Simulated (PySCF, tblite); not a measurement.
# C₆H₈ClFSi: geometry, infrared bands and NMR shifts

What infrared bands and NMR shifts should C₆H₈ClFSi (`C#C[C@@H]1C[SiH2][C@H](Cl)[C@H]1F`) show?

Programs: tblite 0.8.0 and PySCF 2.14.0, with density-fitted response routines of our own. Each step states its level of theory. These are calculated values for one molecule in the gas phase, unless marked as measured. Atoms count from 0, in the outputs and in this text.

### Step 1. The starting structure

17 atoms, charge 0, multiplicity 1; geometry from: force field or distance geometry start.

Bonds of the start (Å): C0–C1 1.22, C1–C2 1.46, C2–C3 1.56, C3–Si4 1.93, Si4–C5 1.90, C5–Cl6 1.78, C5–C7 1.54, C7–F8 1.37, C7–C2 1.54, C0–H9 1.06, C2–H10 1.10, C3–H11 1.09, C3–H12 1.09, Si4–H13 1.48, Si4–H14 1.48, C5–H15 1.09, C7–H16 1.10.

### Step 2. Geometry optimisation with GFN2-xTB

Job settings and geometry (Å):

```
{"job": {"kind": "relax", "xc": "GFN2-xTB", "basis": "xTB"}, "charge": 0, "multiplicity": 1}
C      2.926700    -0.308000    -0.162700
C      1.787800    -0.135100    -0.556600
C      0.420200     0.063000    -1.021000
C     -0.196500     1.387100    -0.484400
Si    -1.053600     0.901500     1.176600
C     -1.012800    -0.961700     0.825100
Cl     0.108600    -1.727500     1.980700
C     -0.522800    -1.091600    -0.628700
F     -1.632500    -1.024200    -1.435900
H      3.911200    -0.454700     0.189000
H      0.443400     0.141700    -2.120500
H      0.541800     2.168100    -0.327100
H     -0.976800     1.745600    -1.148100
H     -2.430600     1.447800     1.209400
H     -0.244000     1.339900     2.341500
H     -1.999800    -1.406800     0.974300
H     -0.077100    -2.073100    -0.821600
```

Command:

```bash
$ OMP_NUM_THREADS=1 python probes_run.py task.json out
```

One launch serves the whole session: the jobs run in the order shown.

Log:

```text
step      E/eV     max force
  0    -758.20815    2.006
  1    -758.17926    5.226
  2    -758.29226    0.370
  3    -758.30830    0.386
  4    -758.33199    0.354
  5    -758.34012    0.255
  6    -758.35088    0.183
  7    -758.35478    0.142
  8    -758.35771    0.105
  9    -758.35949    0.095
 10    -758.36086    0.079
 11    -758.36176    0.062
 12    -758.36259    0.071
 13    -758.36342    0.068
 14    -758.36410    0.062
 15    -758.36453    0.051
 16    -758.36486    0.040
 17    -758.36528    0.062
 18    -758.36584    0.072
 19    -758.36639    0.059
 20    -758.36683    0.046
 21    -758.36723    0.056
 22    -758.36772    0.054
 23    -758.36834    0.070
 24    -758.36898    0.064
 25    -758.36957    0.068
 26    -758.37015    0.068
 27    -758.37078    0.063
 28    -758.37132    0.051
 29    -758.37167    0.045
 30    -758.37189    0.040
 31    -758.37212    0.047
 32    -758.37238    0.050
 33    -758.37261    0.037
 34    -758.37277    0.025
 35    -758.37290    0.028
 36    -758.37304    0.030
 37    -758.37322    0.032
 38    -758.37341    0.034
 39    -758.37357    0.027
 40    -758.37371    0.031
 41    -758.37383    0.029
 42    -758.37394    0.023
 43    -758.37403    0.022
 44    -758.37409    0.017
 45    -758.37415    0.016
 46    -758.37420    0.015
 47    -758.37424    0.017
 48    -758.37427    0.016
 49    -758.37430    0.014
 50    -758.37433    0.013
 51    -758.37436    0.014
 52    -758.37438    0.012
 53    -758.37440    0.012
 54    -758.37442    0.014
 55    -758.37444    0.014
 56    -758.37446    0.011
 57    -758.37449    0.014
 58    -758.37451    0.016
 59    -758.37454    0.016
 60    -758.37458    0.017
 61    -758.37461    0.018
 62    -758.37465    0.017
 63    -758.37468    0.015
 64    -758.37471    0.018
 65    -758.37475    0.016
 66    -758.37478    0.013
 67    -758.37481    0.013
 68    -758.37483    0.016
 69    -758.37486    0.021
 70    -758.37491    0.019
 71    -758.37495    0.016
 72    -758.37499    0.018
 73    -758.37503    0.020
 74    -758.37509    0.032
 75    -758.37519    0.039
 76    -758.37530    0.034
 77    -758.37539    0.018
 78    -758.37543    0.016
 79    -758.37547    0.018
 80    -758.37553    0.018
 81    -758.37557    0.016
 82    -758.37560    0.015
 83    -758.37562    0.011
 84    -758.37564    0.012
 85    -758.37566    0.010
```

It took 1.2 s on 1 thread of Arm Neoverse N1, shared host; peak memory 0.18 GiB.

Along the way: (not every step is listed) (the energy doesn't fall at every step)

| step | energy from step 0 (eV) | largest force (eV/Å) |
| --- | --- | --- |
| 0 | 0.0000 | 2.0062 |
| 1 | 0.0289 | 5.2258 |
| 2 | -0.0841 | 0.3705 |
| 3 | -0.1001 | 0.3864 |
| 4 | -0.1238 | 0.3537 |
| 5 | -0.1320 | 0.2546 |
| 6 | -0.1427 | 0.1830 |
| 7 | -0.1466 | 0.1417 |
| 8 | -0.1496 | 0.1053 |
| 15 | -0.1564 | 0.0509 |
| 22 | -0.1596 | 0.0541 |
| 29 | -0.1635 | 0.0445 |
| 36 | -0.1649 | 0.0298 |
| 43 | -0.1659 | 0.0218 |
| 50 | -0.1662 | 0.0132 |
| 57 | -0.1663 | 0.0140 |
| 64 | -0.1666 | 0.0179 |
| 71 | -0.1668 | 0.0157 |
| 78 | -0.1673 | 0.0158 |
| 80 | -0.1674 | 0.0185 |
| 81 | -0.1674 | 0.0160 |
| 82 | -0.1674 | 0.0146 |
| 83 | -0.1675 | 0.0114 |
| 84 | -0.1675 | 0.0116 |
| 85 | -0.1675 | 0.0096 |

Close pairs (by a distance rule), those that changed most:

```
   bond  before (Å)  after (Å)  change (Å)
 Si4–C5       1.897      1.925      +0.029
 C3–Si4       1.931      1.904      -0.027
Si4–H14       1.485      1.458      -0.026
  C0–C1       1.217      1.196      -0.021
Si4–H13       1.482      1.462      -0.020
  C2–C3       1.556      1.539      -0.017
  C5–C7       1.540      1.525      -0.015
  C7–F8       1.374      1.385      +0.011
```

The end geometry stands in the next job.

### Step 3. Harmonic vibrations with GFN2-xTB

Job settings and geometry (Å):

```
{"job": {"kind": "ir", "xc": "GFN2-xTB", "basis": "xTB"}, "charge": 0, "multiplicity": 1}
C      2.798210    -0.281998    -0.013579
C      1.705285    -0.131276    -0.476324
C      0.388239     0.081568    -1.043286
C     -0.228165     1.393126    -0.525384
Si    -0.973339     0.958773     1.172277
C     -0.962849    -0.932678     0.813356
Cl     0.217843    -1.775532     1.851494
C     -0.543830    -1.070604    -0.646067
F     -1.688960    -0.982427    -1.420136
H      3.751666    -0.429345     0.398118
H      0.476038     0.097697    -2.136470
H      0.524874     2.178288    -0.502774
H     -1.009344     1.712164    -1.216198
H     -2.344100     1.440320     1.334204
H     -0.103755     1.249163     2.306402
H     -1.913260    -1.444873     0.960226
H     -0.101552    -2.050333    -0.865769
```

Log:

```text
mode    cm-1     km/mol
  1      49.8      0.88
  2      79.5      0.42
  3     127.9      1.03
  4     172.6      2.10
  5     193.7      5.72
  6     208.0      4.38
  7     314.1      5.17
  8     339.8      7.06
  9     400.4      5.97
 10     449.9     28.41
 11     468.0      2.36
 12     500.8     16.60
 13     520.6     10.65
 14     624.7     52.30
 15     648.9    123.18
 16     667.3      5.20
 17     676.8     37.11
 18     701.3      9.25
 19     742.9    105.28
 20     754.4    149.47
 21     791.1     72.50
 22     829.0     93.42
 23     893.9     11.59
 24     974.5      0.50
 25    1005.5     80.58
 26    1039.0      7.88
 27    1098.3      9.94
 28    1113.5     24.22
 29    1155.1      8.16
 30    1177.0      4.72
 31    1214.3      3.66
 32    1251.1      2.72
 33    1267.0      4.83
 34    1280.5      6.30
 35    1306.1     11.80
 36    1458.7      4.95
 37    2289.8    303.11
 38    2293.0      4.92
 39    2323.2    220.33
 40    2916.0     27.59
 41    2920.8     31.82
 42    2972.0      6.10
 43    2990.2     21.23
 44    3019.3     13.36
 45    3398.0      7.37
```

Run time: 1.3 s. Hardware: 1 thread of Arm Neoverse N1, shared host; peak memory 0.18 GiB.

The strongest bands and the atoms that carry them (share of the mass-weighted mode):

```csv
cm⁻¹,km/mol,atoms
649,123.2,"H14 49 %, H13 29 %"
743,105.3,"H14 33 %, H13 23 %, C3 16 %, H12 10 %"
754,149.5,"H13 26 %, C3 21 %, H12 14 %, H14 14 %"
791,72.5,"C3 26 %, C5 23 %, H11 21 %"
829,93.4,C5 48 %
1006,80.6,"C7 51 %, F8 27 %"
2290,303.1,H13 97 %
2323,220.3,H14 97 %
```

### Step 4. NMR shieldings: PBE0/pcSseg-1

Settings changed since step 3:

```diff
@@ -1,2 +1,2 @@
-{"job": {"kind": "ir", "xc": "GFN2-xTB", "basis": "xTB"}, "charge": 0, "multiplicity": 1}
+{"job": {"kind": "nmr", "xc": "PBE0", "basis": "pcSseg-1"}, "charge": 0, "multiplicity": 1}
 C      2.798210    -0.281998    -0.013579
```

With the program's defaults for keys left out, this is: GIAO PBE0/pcSseg-1 NMR shielding, non-relativistic, gas phase.

Log:

```text
coarse grid: 15816 points
cycle   1  E = -1082.0664516114  dE =  1.186e+00  |g| = 5.827e-01  |ddm| = 3.950e+00
cycle   2  E = -1082.0375193786  dE =  2.893e-02  |g| = 7.409e-01  |ddm| = 1.402e+00
cycle   3  E = -1082.1335723288  dE = -9.605e-02  |g| = 1.184e-01  |ddm| = 8.298e-01
cycle   4  E = -1082.1357771363  dE = -2.205e-03  |g| = 5.958e-02  |ddm| = 1.650e-01
cycle   5  E = -1082.1365207891  dE = -7.437e-04  |g| = 2.320e-02  |ddm| = 5.973e-02
cycle   6  E = -1082.1366439838  dE = -1.232e-04  |g| = 4.229e-03  |ddm| = 2.109e-02
cycle   7  E = -1082.1366479981  dE = -4.014e-06  |g| = 1.342e-03  |ddm| = 5.282e-03
final grid: 145504 points
cycle   8  E = -1082.1977412935  dE = -4.686e-05  |g| = 8.827e-03  |ddm| = 4.463e-02
cycle   9  E = -1082.1977234777  dE =  1.782e-05  |g| = 1.253e-02  |ddm| = 2.346e-02
cycle  10  E = -1082.1977590084  dE = -3.553e-05  |g| = 1.953e-03  |ddm| = 1.492e-02
cycle  11  E = -1082.1977596839  dE = -6.755e-07  |g| = 8.422e-04  |ddm| = 2.100e-03
cycle  12  E = -1082.1977598490  dE = -1.651e-07  |g| = 1.836e-04  |ddm| = 6.442e-04
cycle  13  E = -1082.1977598561  dE = -7.080e-09  |g| = 4.701e-05  |ddm| = 1.844e-04
cycle  14  E = -1082.1977598566  dE = -4.766e-10  |g| = 1.294e-05  |ddm| = 5.360e-05
converged SCF energy = -1082.1977598566

GIAO shielding tensors (ppm)
atom      isotropic    diamagn.    paramagn.     s11        s22        s33       span
  0 C      102.963     258.208    -155.245     32.398     41.335    235.157    202.759
  1 C       99.202     265.638    -166.436     -4.718      6.414    295.909    300.627
  2 C      148.435     241.660     -93.226    136.562    146.186    162.556     25.994
  3 C      171.365     250.287     -78.922    151.231    165.292    197.571     46.340
  4 Si     362.061     877.460    -515.400    306.324    366.516    413.341    107.017
  5 C      139.913     251.030    -111.117    117.769    137.663    164.306     46.537
  6 Cl     793.290    1146.461    -353.171    619.656    731.642   1028.573    408.917
  7 C       80.708     242.521    -161.813     64.062     69.113    108.948     44.886
  8 F      355.423     474.050    -118.627    297.159    357.156    411.954    114.795
  9 H       29.891      34.575      -4.684     24.630     25.125     39.918     15.288
 10 H       28.231      28.033       0.198     23.922     26.057     34.714     10.792
 11 H       30.269      28.736       1.533     25.812     27.841     37.154     11.342
 12 H       30.302      29.718       0.585     25.549     26.863     38.495     12.946
 13 H       27.014      27.898      -0.884     23.651     24.160     33.230      9.579
 14 H       27.144      27.544      -0.400     23.843     25.406     32.185      8.342
 15 H       28.056      29.607      -1.551     22.348     27.772     34.049     11.701
 16 H       26.403      29.111      -2.709     23.357     26.919     28.932      5.575
```

Wall time 74 s (1 thread of Arm Neoverse N1, shared host); peak memory 0.92 GiB.

Shifts follow as δ = σ(reference) − σ, with reference shieldings (ppm) from runs at the same level and on the same kind of geometry: ¹H TMS 31.72, ¹³C TMS 186.9, ²⁹Si TMS 349.2, ¹⁹F CFCl3 170.9, ³⁵Cl HCl 950. The references are single molecules in the gas phase, so shifts against H2O, NH3, PH3, H3PO4 or CFCl3 are not on the usual liquid scales and can be off by tens of ppm.

```csv
atoms,environment,σ (ppm),δ (ppm),δ scaled to CDCl3
C7,sp3 CH bonded to F,80.7,106.2,101.8
C1,alkyne carbon,99.2,87.7,83.7
C0,terminal alkyne carbon,103.0,84.0,80.0
C5,sp3 CH bonded to Cl and Si,139.9,47.0,44.0
C2,propargylic sp3 CH,148.4,38.5,35.7
C3,sp3 CH2 bonded to Si,171.4,15.6,13.3
H16,hydrogen on an sp3 CH bonded to F,26.40,5.31,5.12
H13,"hydrogen on a silicon bonded to 2 C, in a 5-membered ring",27.01,4.70,–
H14,"hydrogen on a silicon bonded to 2 C, in a 5-membered ring",27.14,4.57,–
H15,hydrogen on an sp3 CH bonded to Cl and Si,28.06,3.66,3.56
H10,hydrogen on a propargylic sp3 CH,28.23,3.49,3.39
H9,hydrogen on a terminal alkyne carbon,29.89,1.83,1.83
H11,hydrogen on an sp3 CH2 bonded to Si,30.27,1.45,1.47
H12,hydrogen on an sp3 CH2 bonded to Si,30.30,1.41,1.44
Si4,"silicon bonded to 2 C, 2 H, in a 5-membered ring",362.1,-12.9,–
Cl6,chlorine bonded to C,793,156,–
F8,fluorine on an sp3 carbon,355.4,-184.5,–
```

The scaled column applies a straight-line fit of computed shieldings to shifts measured in CDCl3, with any fitted terms for Cl, Br or S neighbours, and one for carbons that bear F (root-mean-square error 0.16 ppm for H, 1.9 ppm for C).

Charges from the same density, by scheme (e):

| atoms | Mulliken | IAO | Hirshfeld | ESP fit |
| --- | --- | --- | --- | --- |
| C0 | -0.40 | -0.23 | -0.11 | -0.34 |
| C1 | 0.31 | -0.04 | -0.04 | -0.15 |
| C2 | -0.27 | -0.13 | -0.02 | 0.15 |
| C3 | -0.45 | -0.54 | -0.16 | -0.35 |
| Si4 | 0.73 | 0.75 | 0.34 | 0.49 |
| C5 | -0.48 | -0.39 | -0.09 | -0.41 |
| Cl6 | -0.10 | -0.09 | -0.05 | -0.10 |
| C7 | 0.28 | 0.19 | 0.06 | 0.25 |
| F8 | -0.33 | -0.33 | -0.10 | -0.25 |

Mayer bond orders: C0–C1 2.56, C1–C2 0.91, C2–C3 1.00, C3–Si4 0.92, Si4–C5 0.79, C5–Cl6 0.99, C5–C7 0.96, C7–F8 0.86, C7–C2 0.99.

Ring of atoms C2, C3, Si4, C5, C7: NICS(0) -4.1, NICS(1) -3.7, NICS(1)zz -3.6 ppm (means of both faces).

### Step 5. What came out

| quantity | value |
| --- | --- |
| strongest single infrared mode (GFN2-xTB) | 2290 cm⁻¹, 303 km/mol |
| zero-point energy (GFN2-xTB) | 73.8 kcal/mol |
| ¹³C shifts against TMS (PBE0/pcSseg-1) | 106.2, 87.7, 84.0, 47.0, 38.5, 15.6 ppm |
| ¹H shifts against TMS (PBE0/pcSseg-1) | 5.31, 4.70, 4.57, 3.66, 3.49, 1.83, 1.45, 1.41 ppm |
| ²⁹Si shifts against TMS (PBE0/pcSseg-1) | -12.9 ppm |
| ³⁵Cl shifts against HCl (PBE0/pcSseg-1) | 156 ppm |
| ¹⁹F shifts against CFCl3 (PBE0/pcSseg-1) | -184.5 ppm |

**Reading.** The optimisation took 85 steps and gained 0.168 eV; among the close pairs (by a distance rule), Si4–C5 changed most, from 1.897 to 1.925 Å. All 45 modes are real, so the xTB geometry is a minimum. Unscaled tight-binding wavenumbers are off by several per cent, some by more. Its intensities can rank the bands wrongly. The most deshielded carbon is C7 (sp3 CH bonded to F), at 106.2 ppm: deshielded by the electronegative neighbour. The most deshielded hydrogen is H16 (hydrogen on an sp3 CH bonded to F), at 5.31 ppm: its carbon carries F, an electronegative neighbour. At PBE0/pcSseg-1: The largest span, 409 ppm, is at Cl6, where the paramagnetic term is -353 ppm.
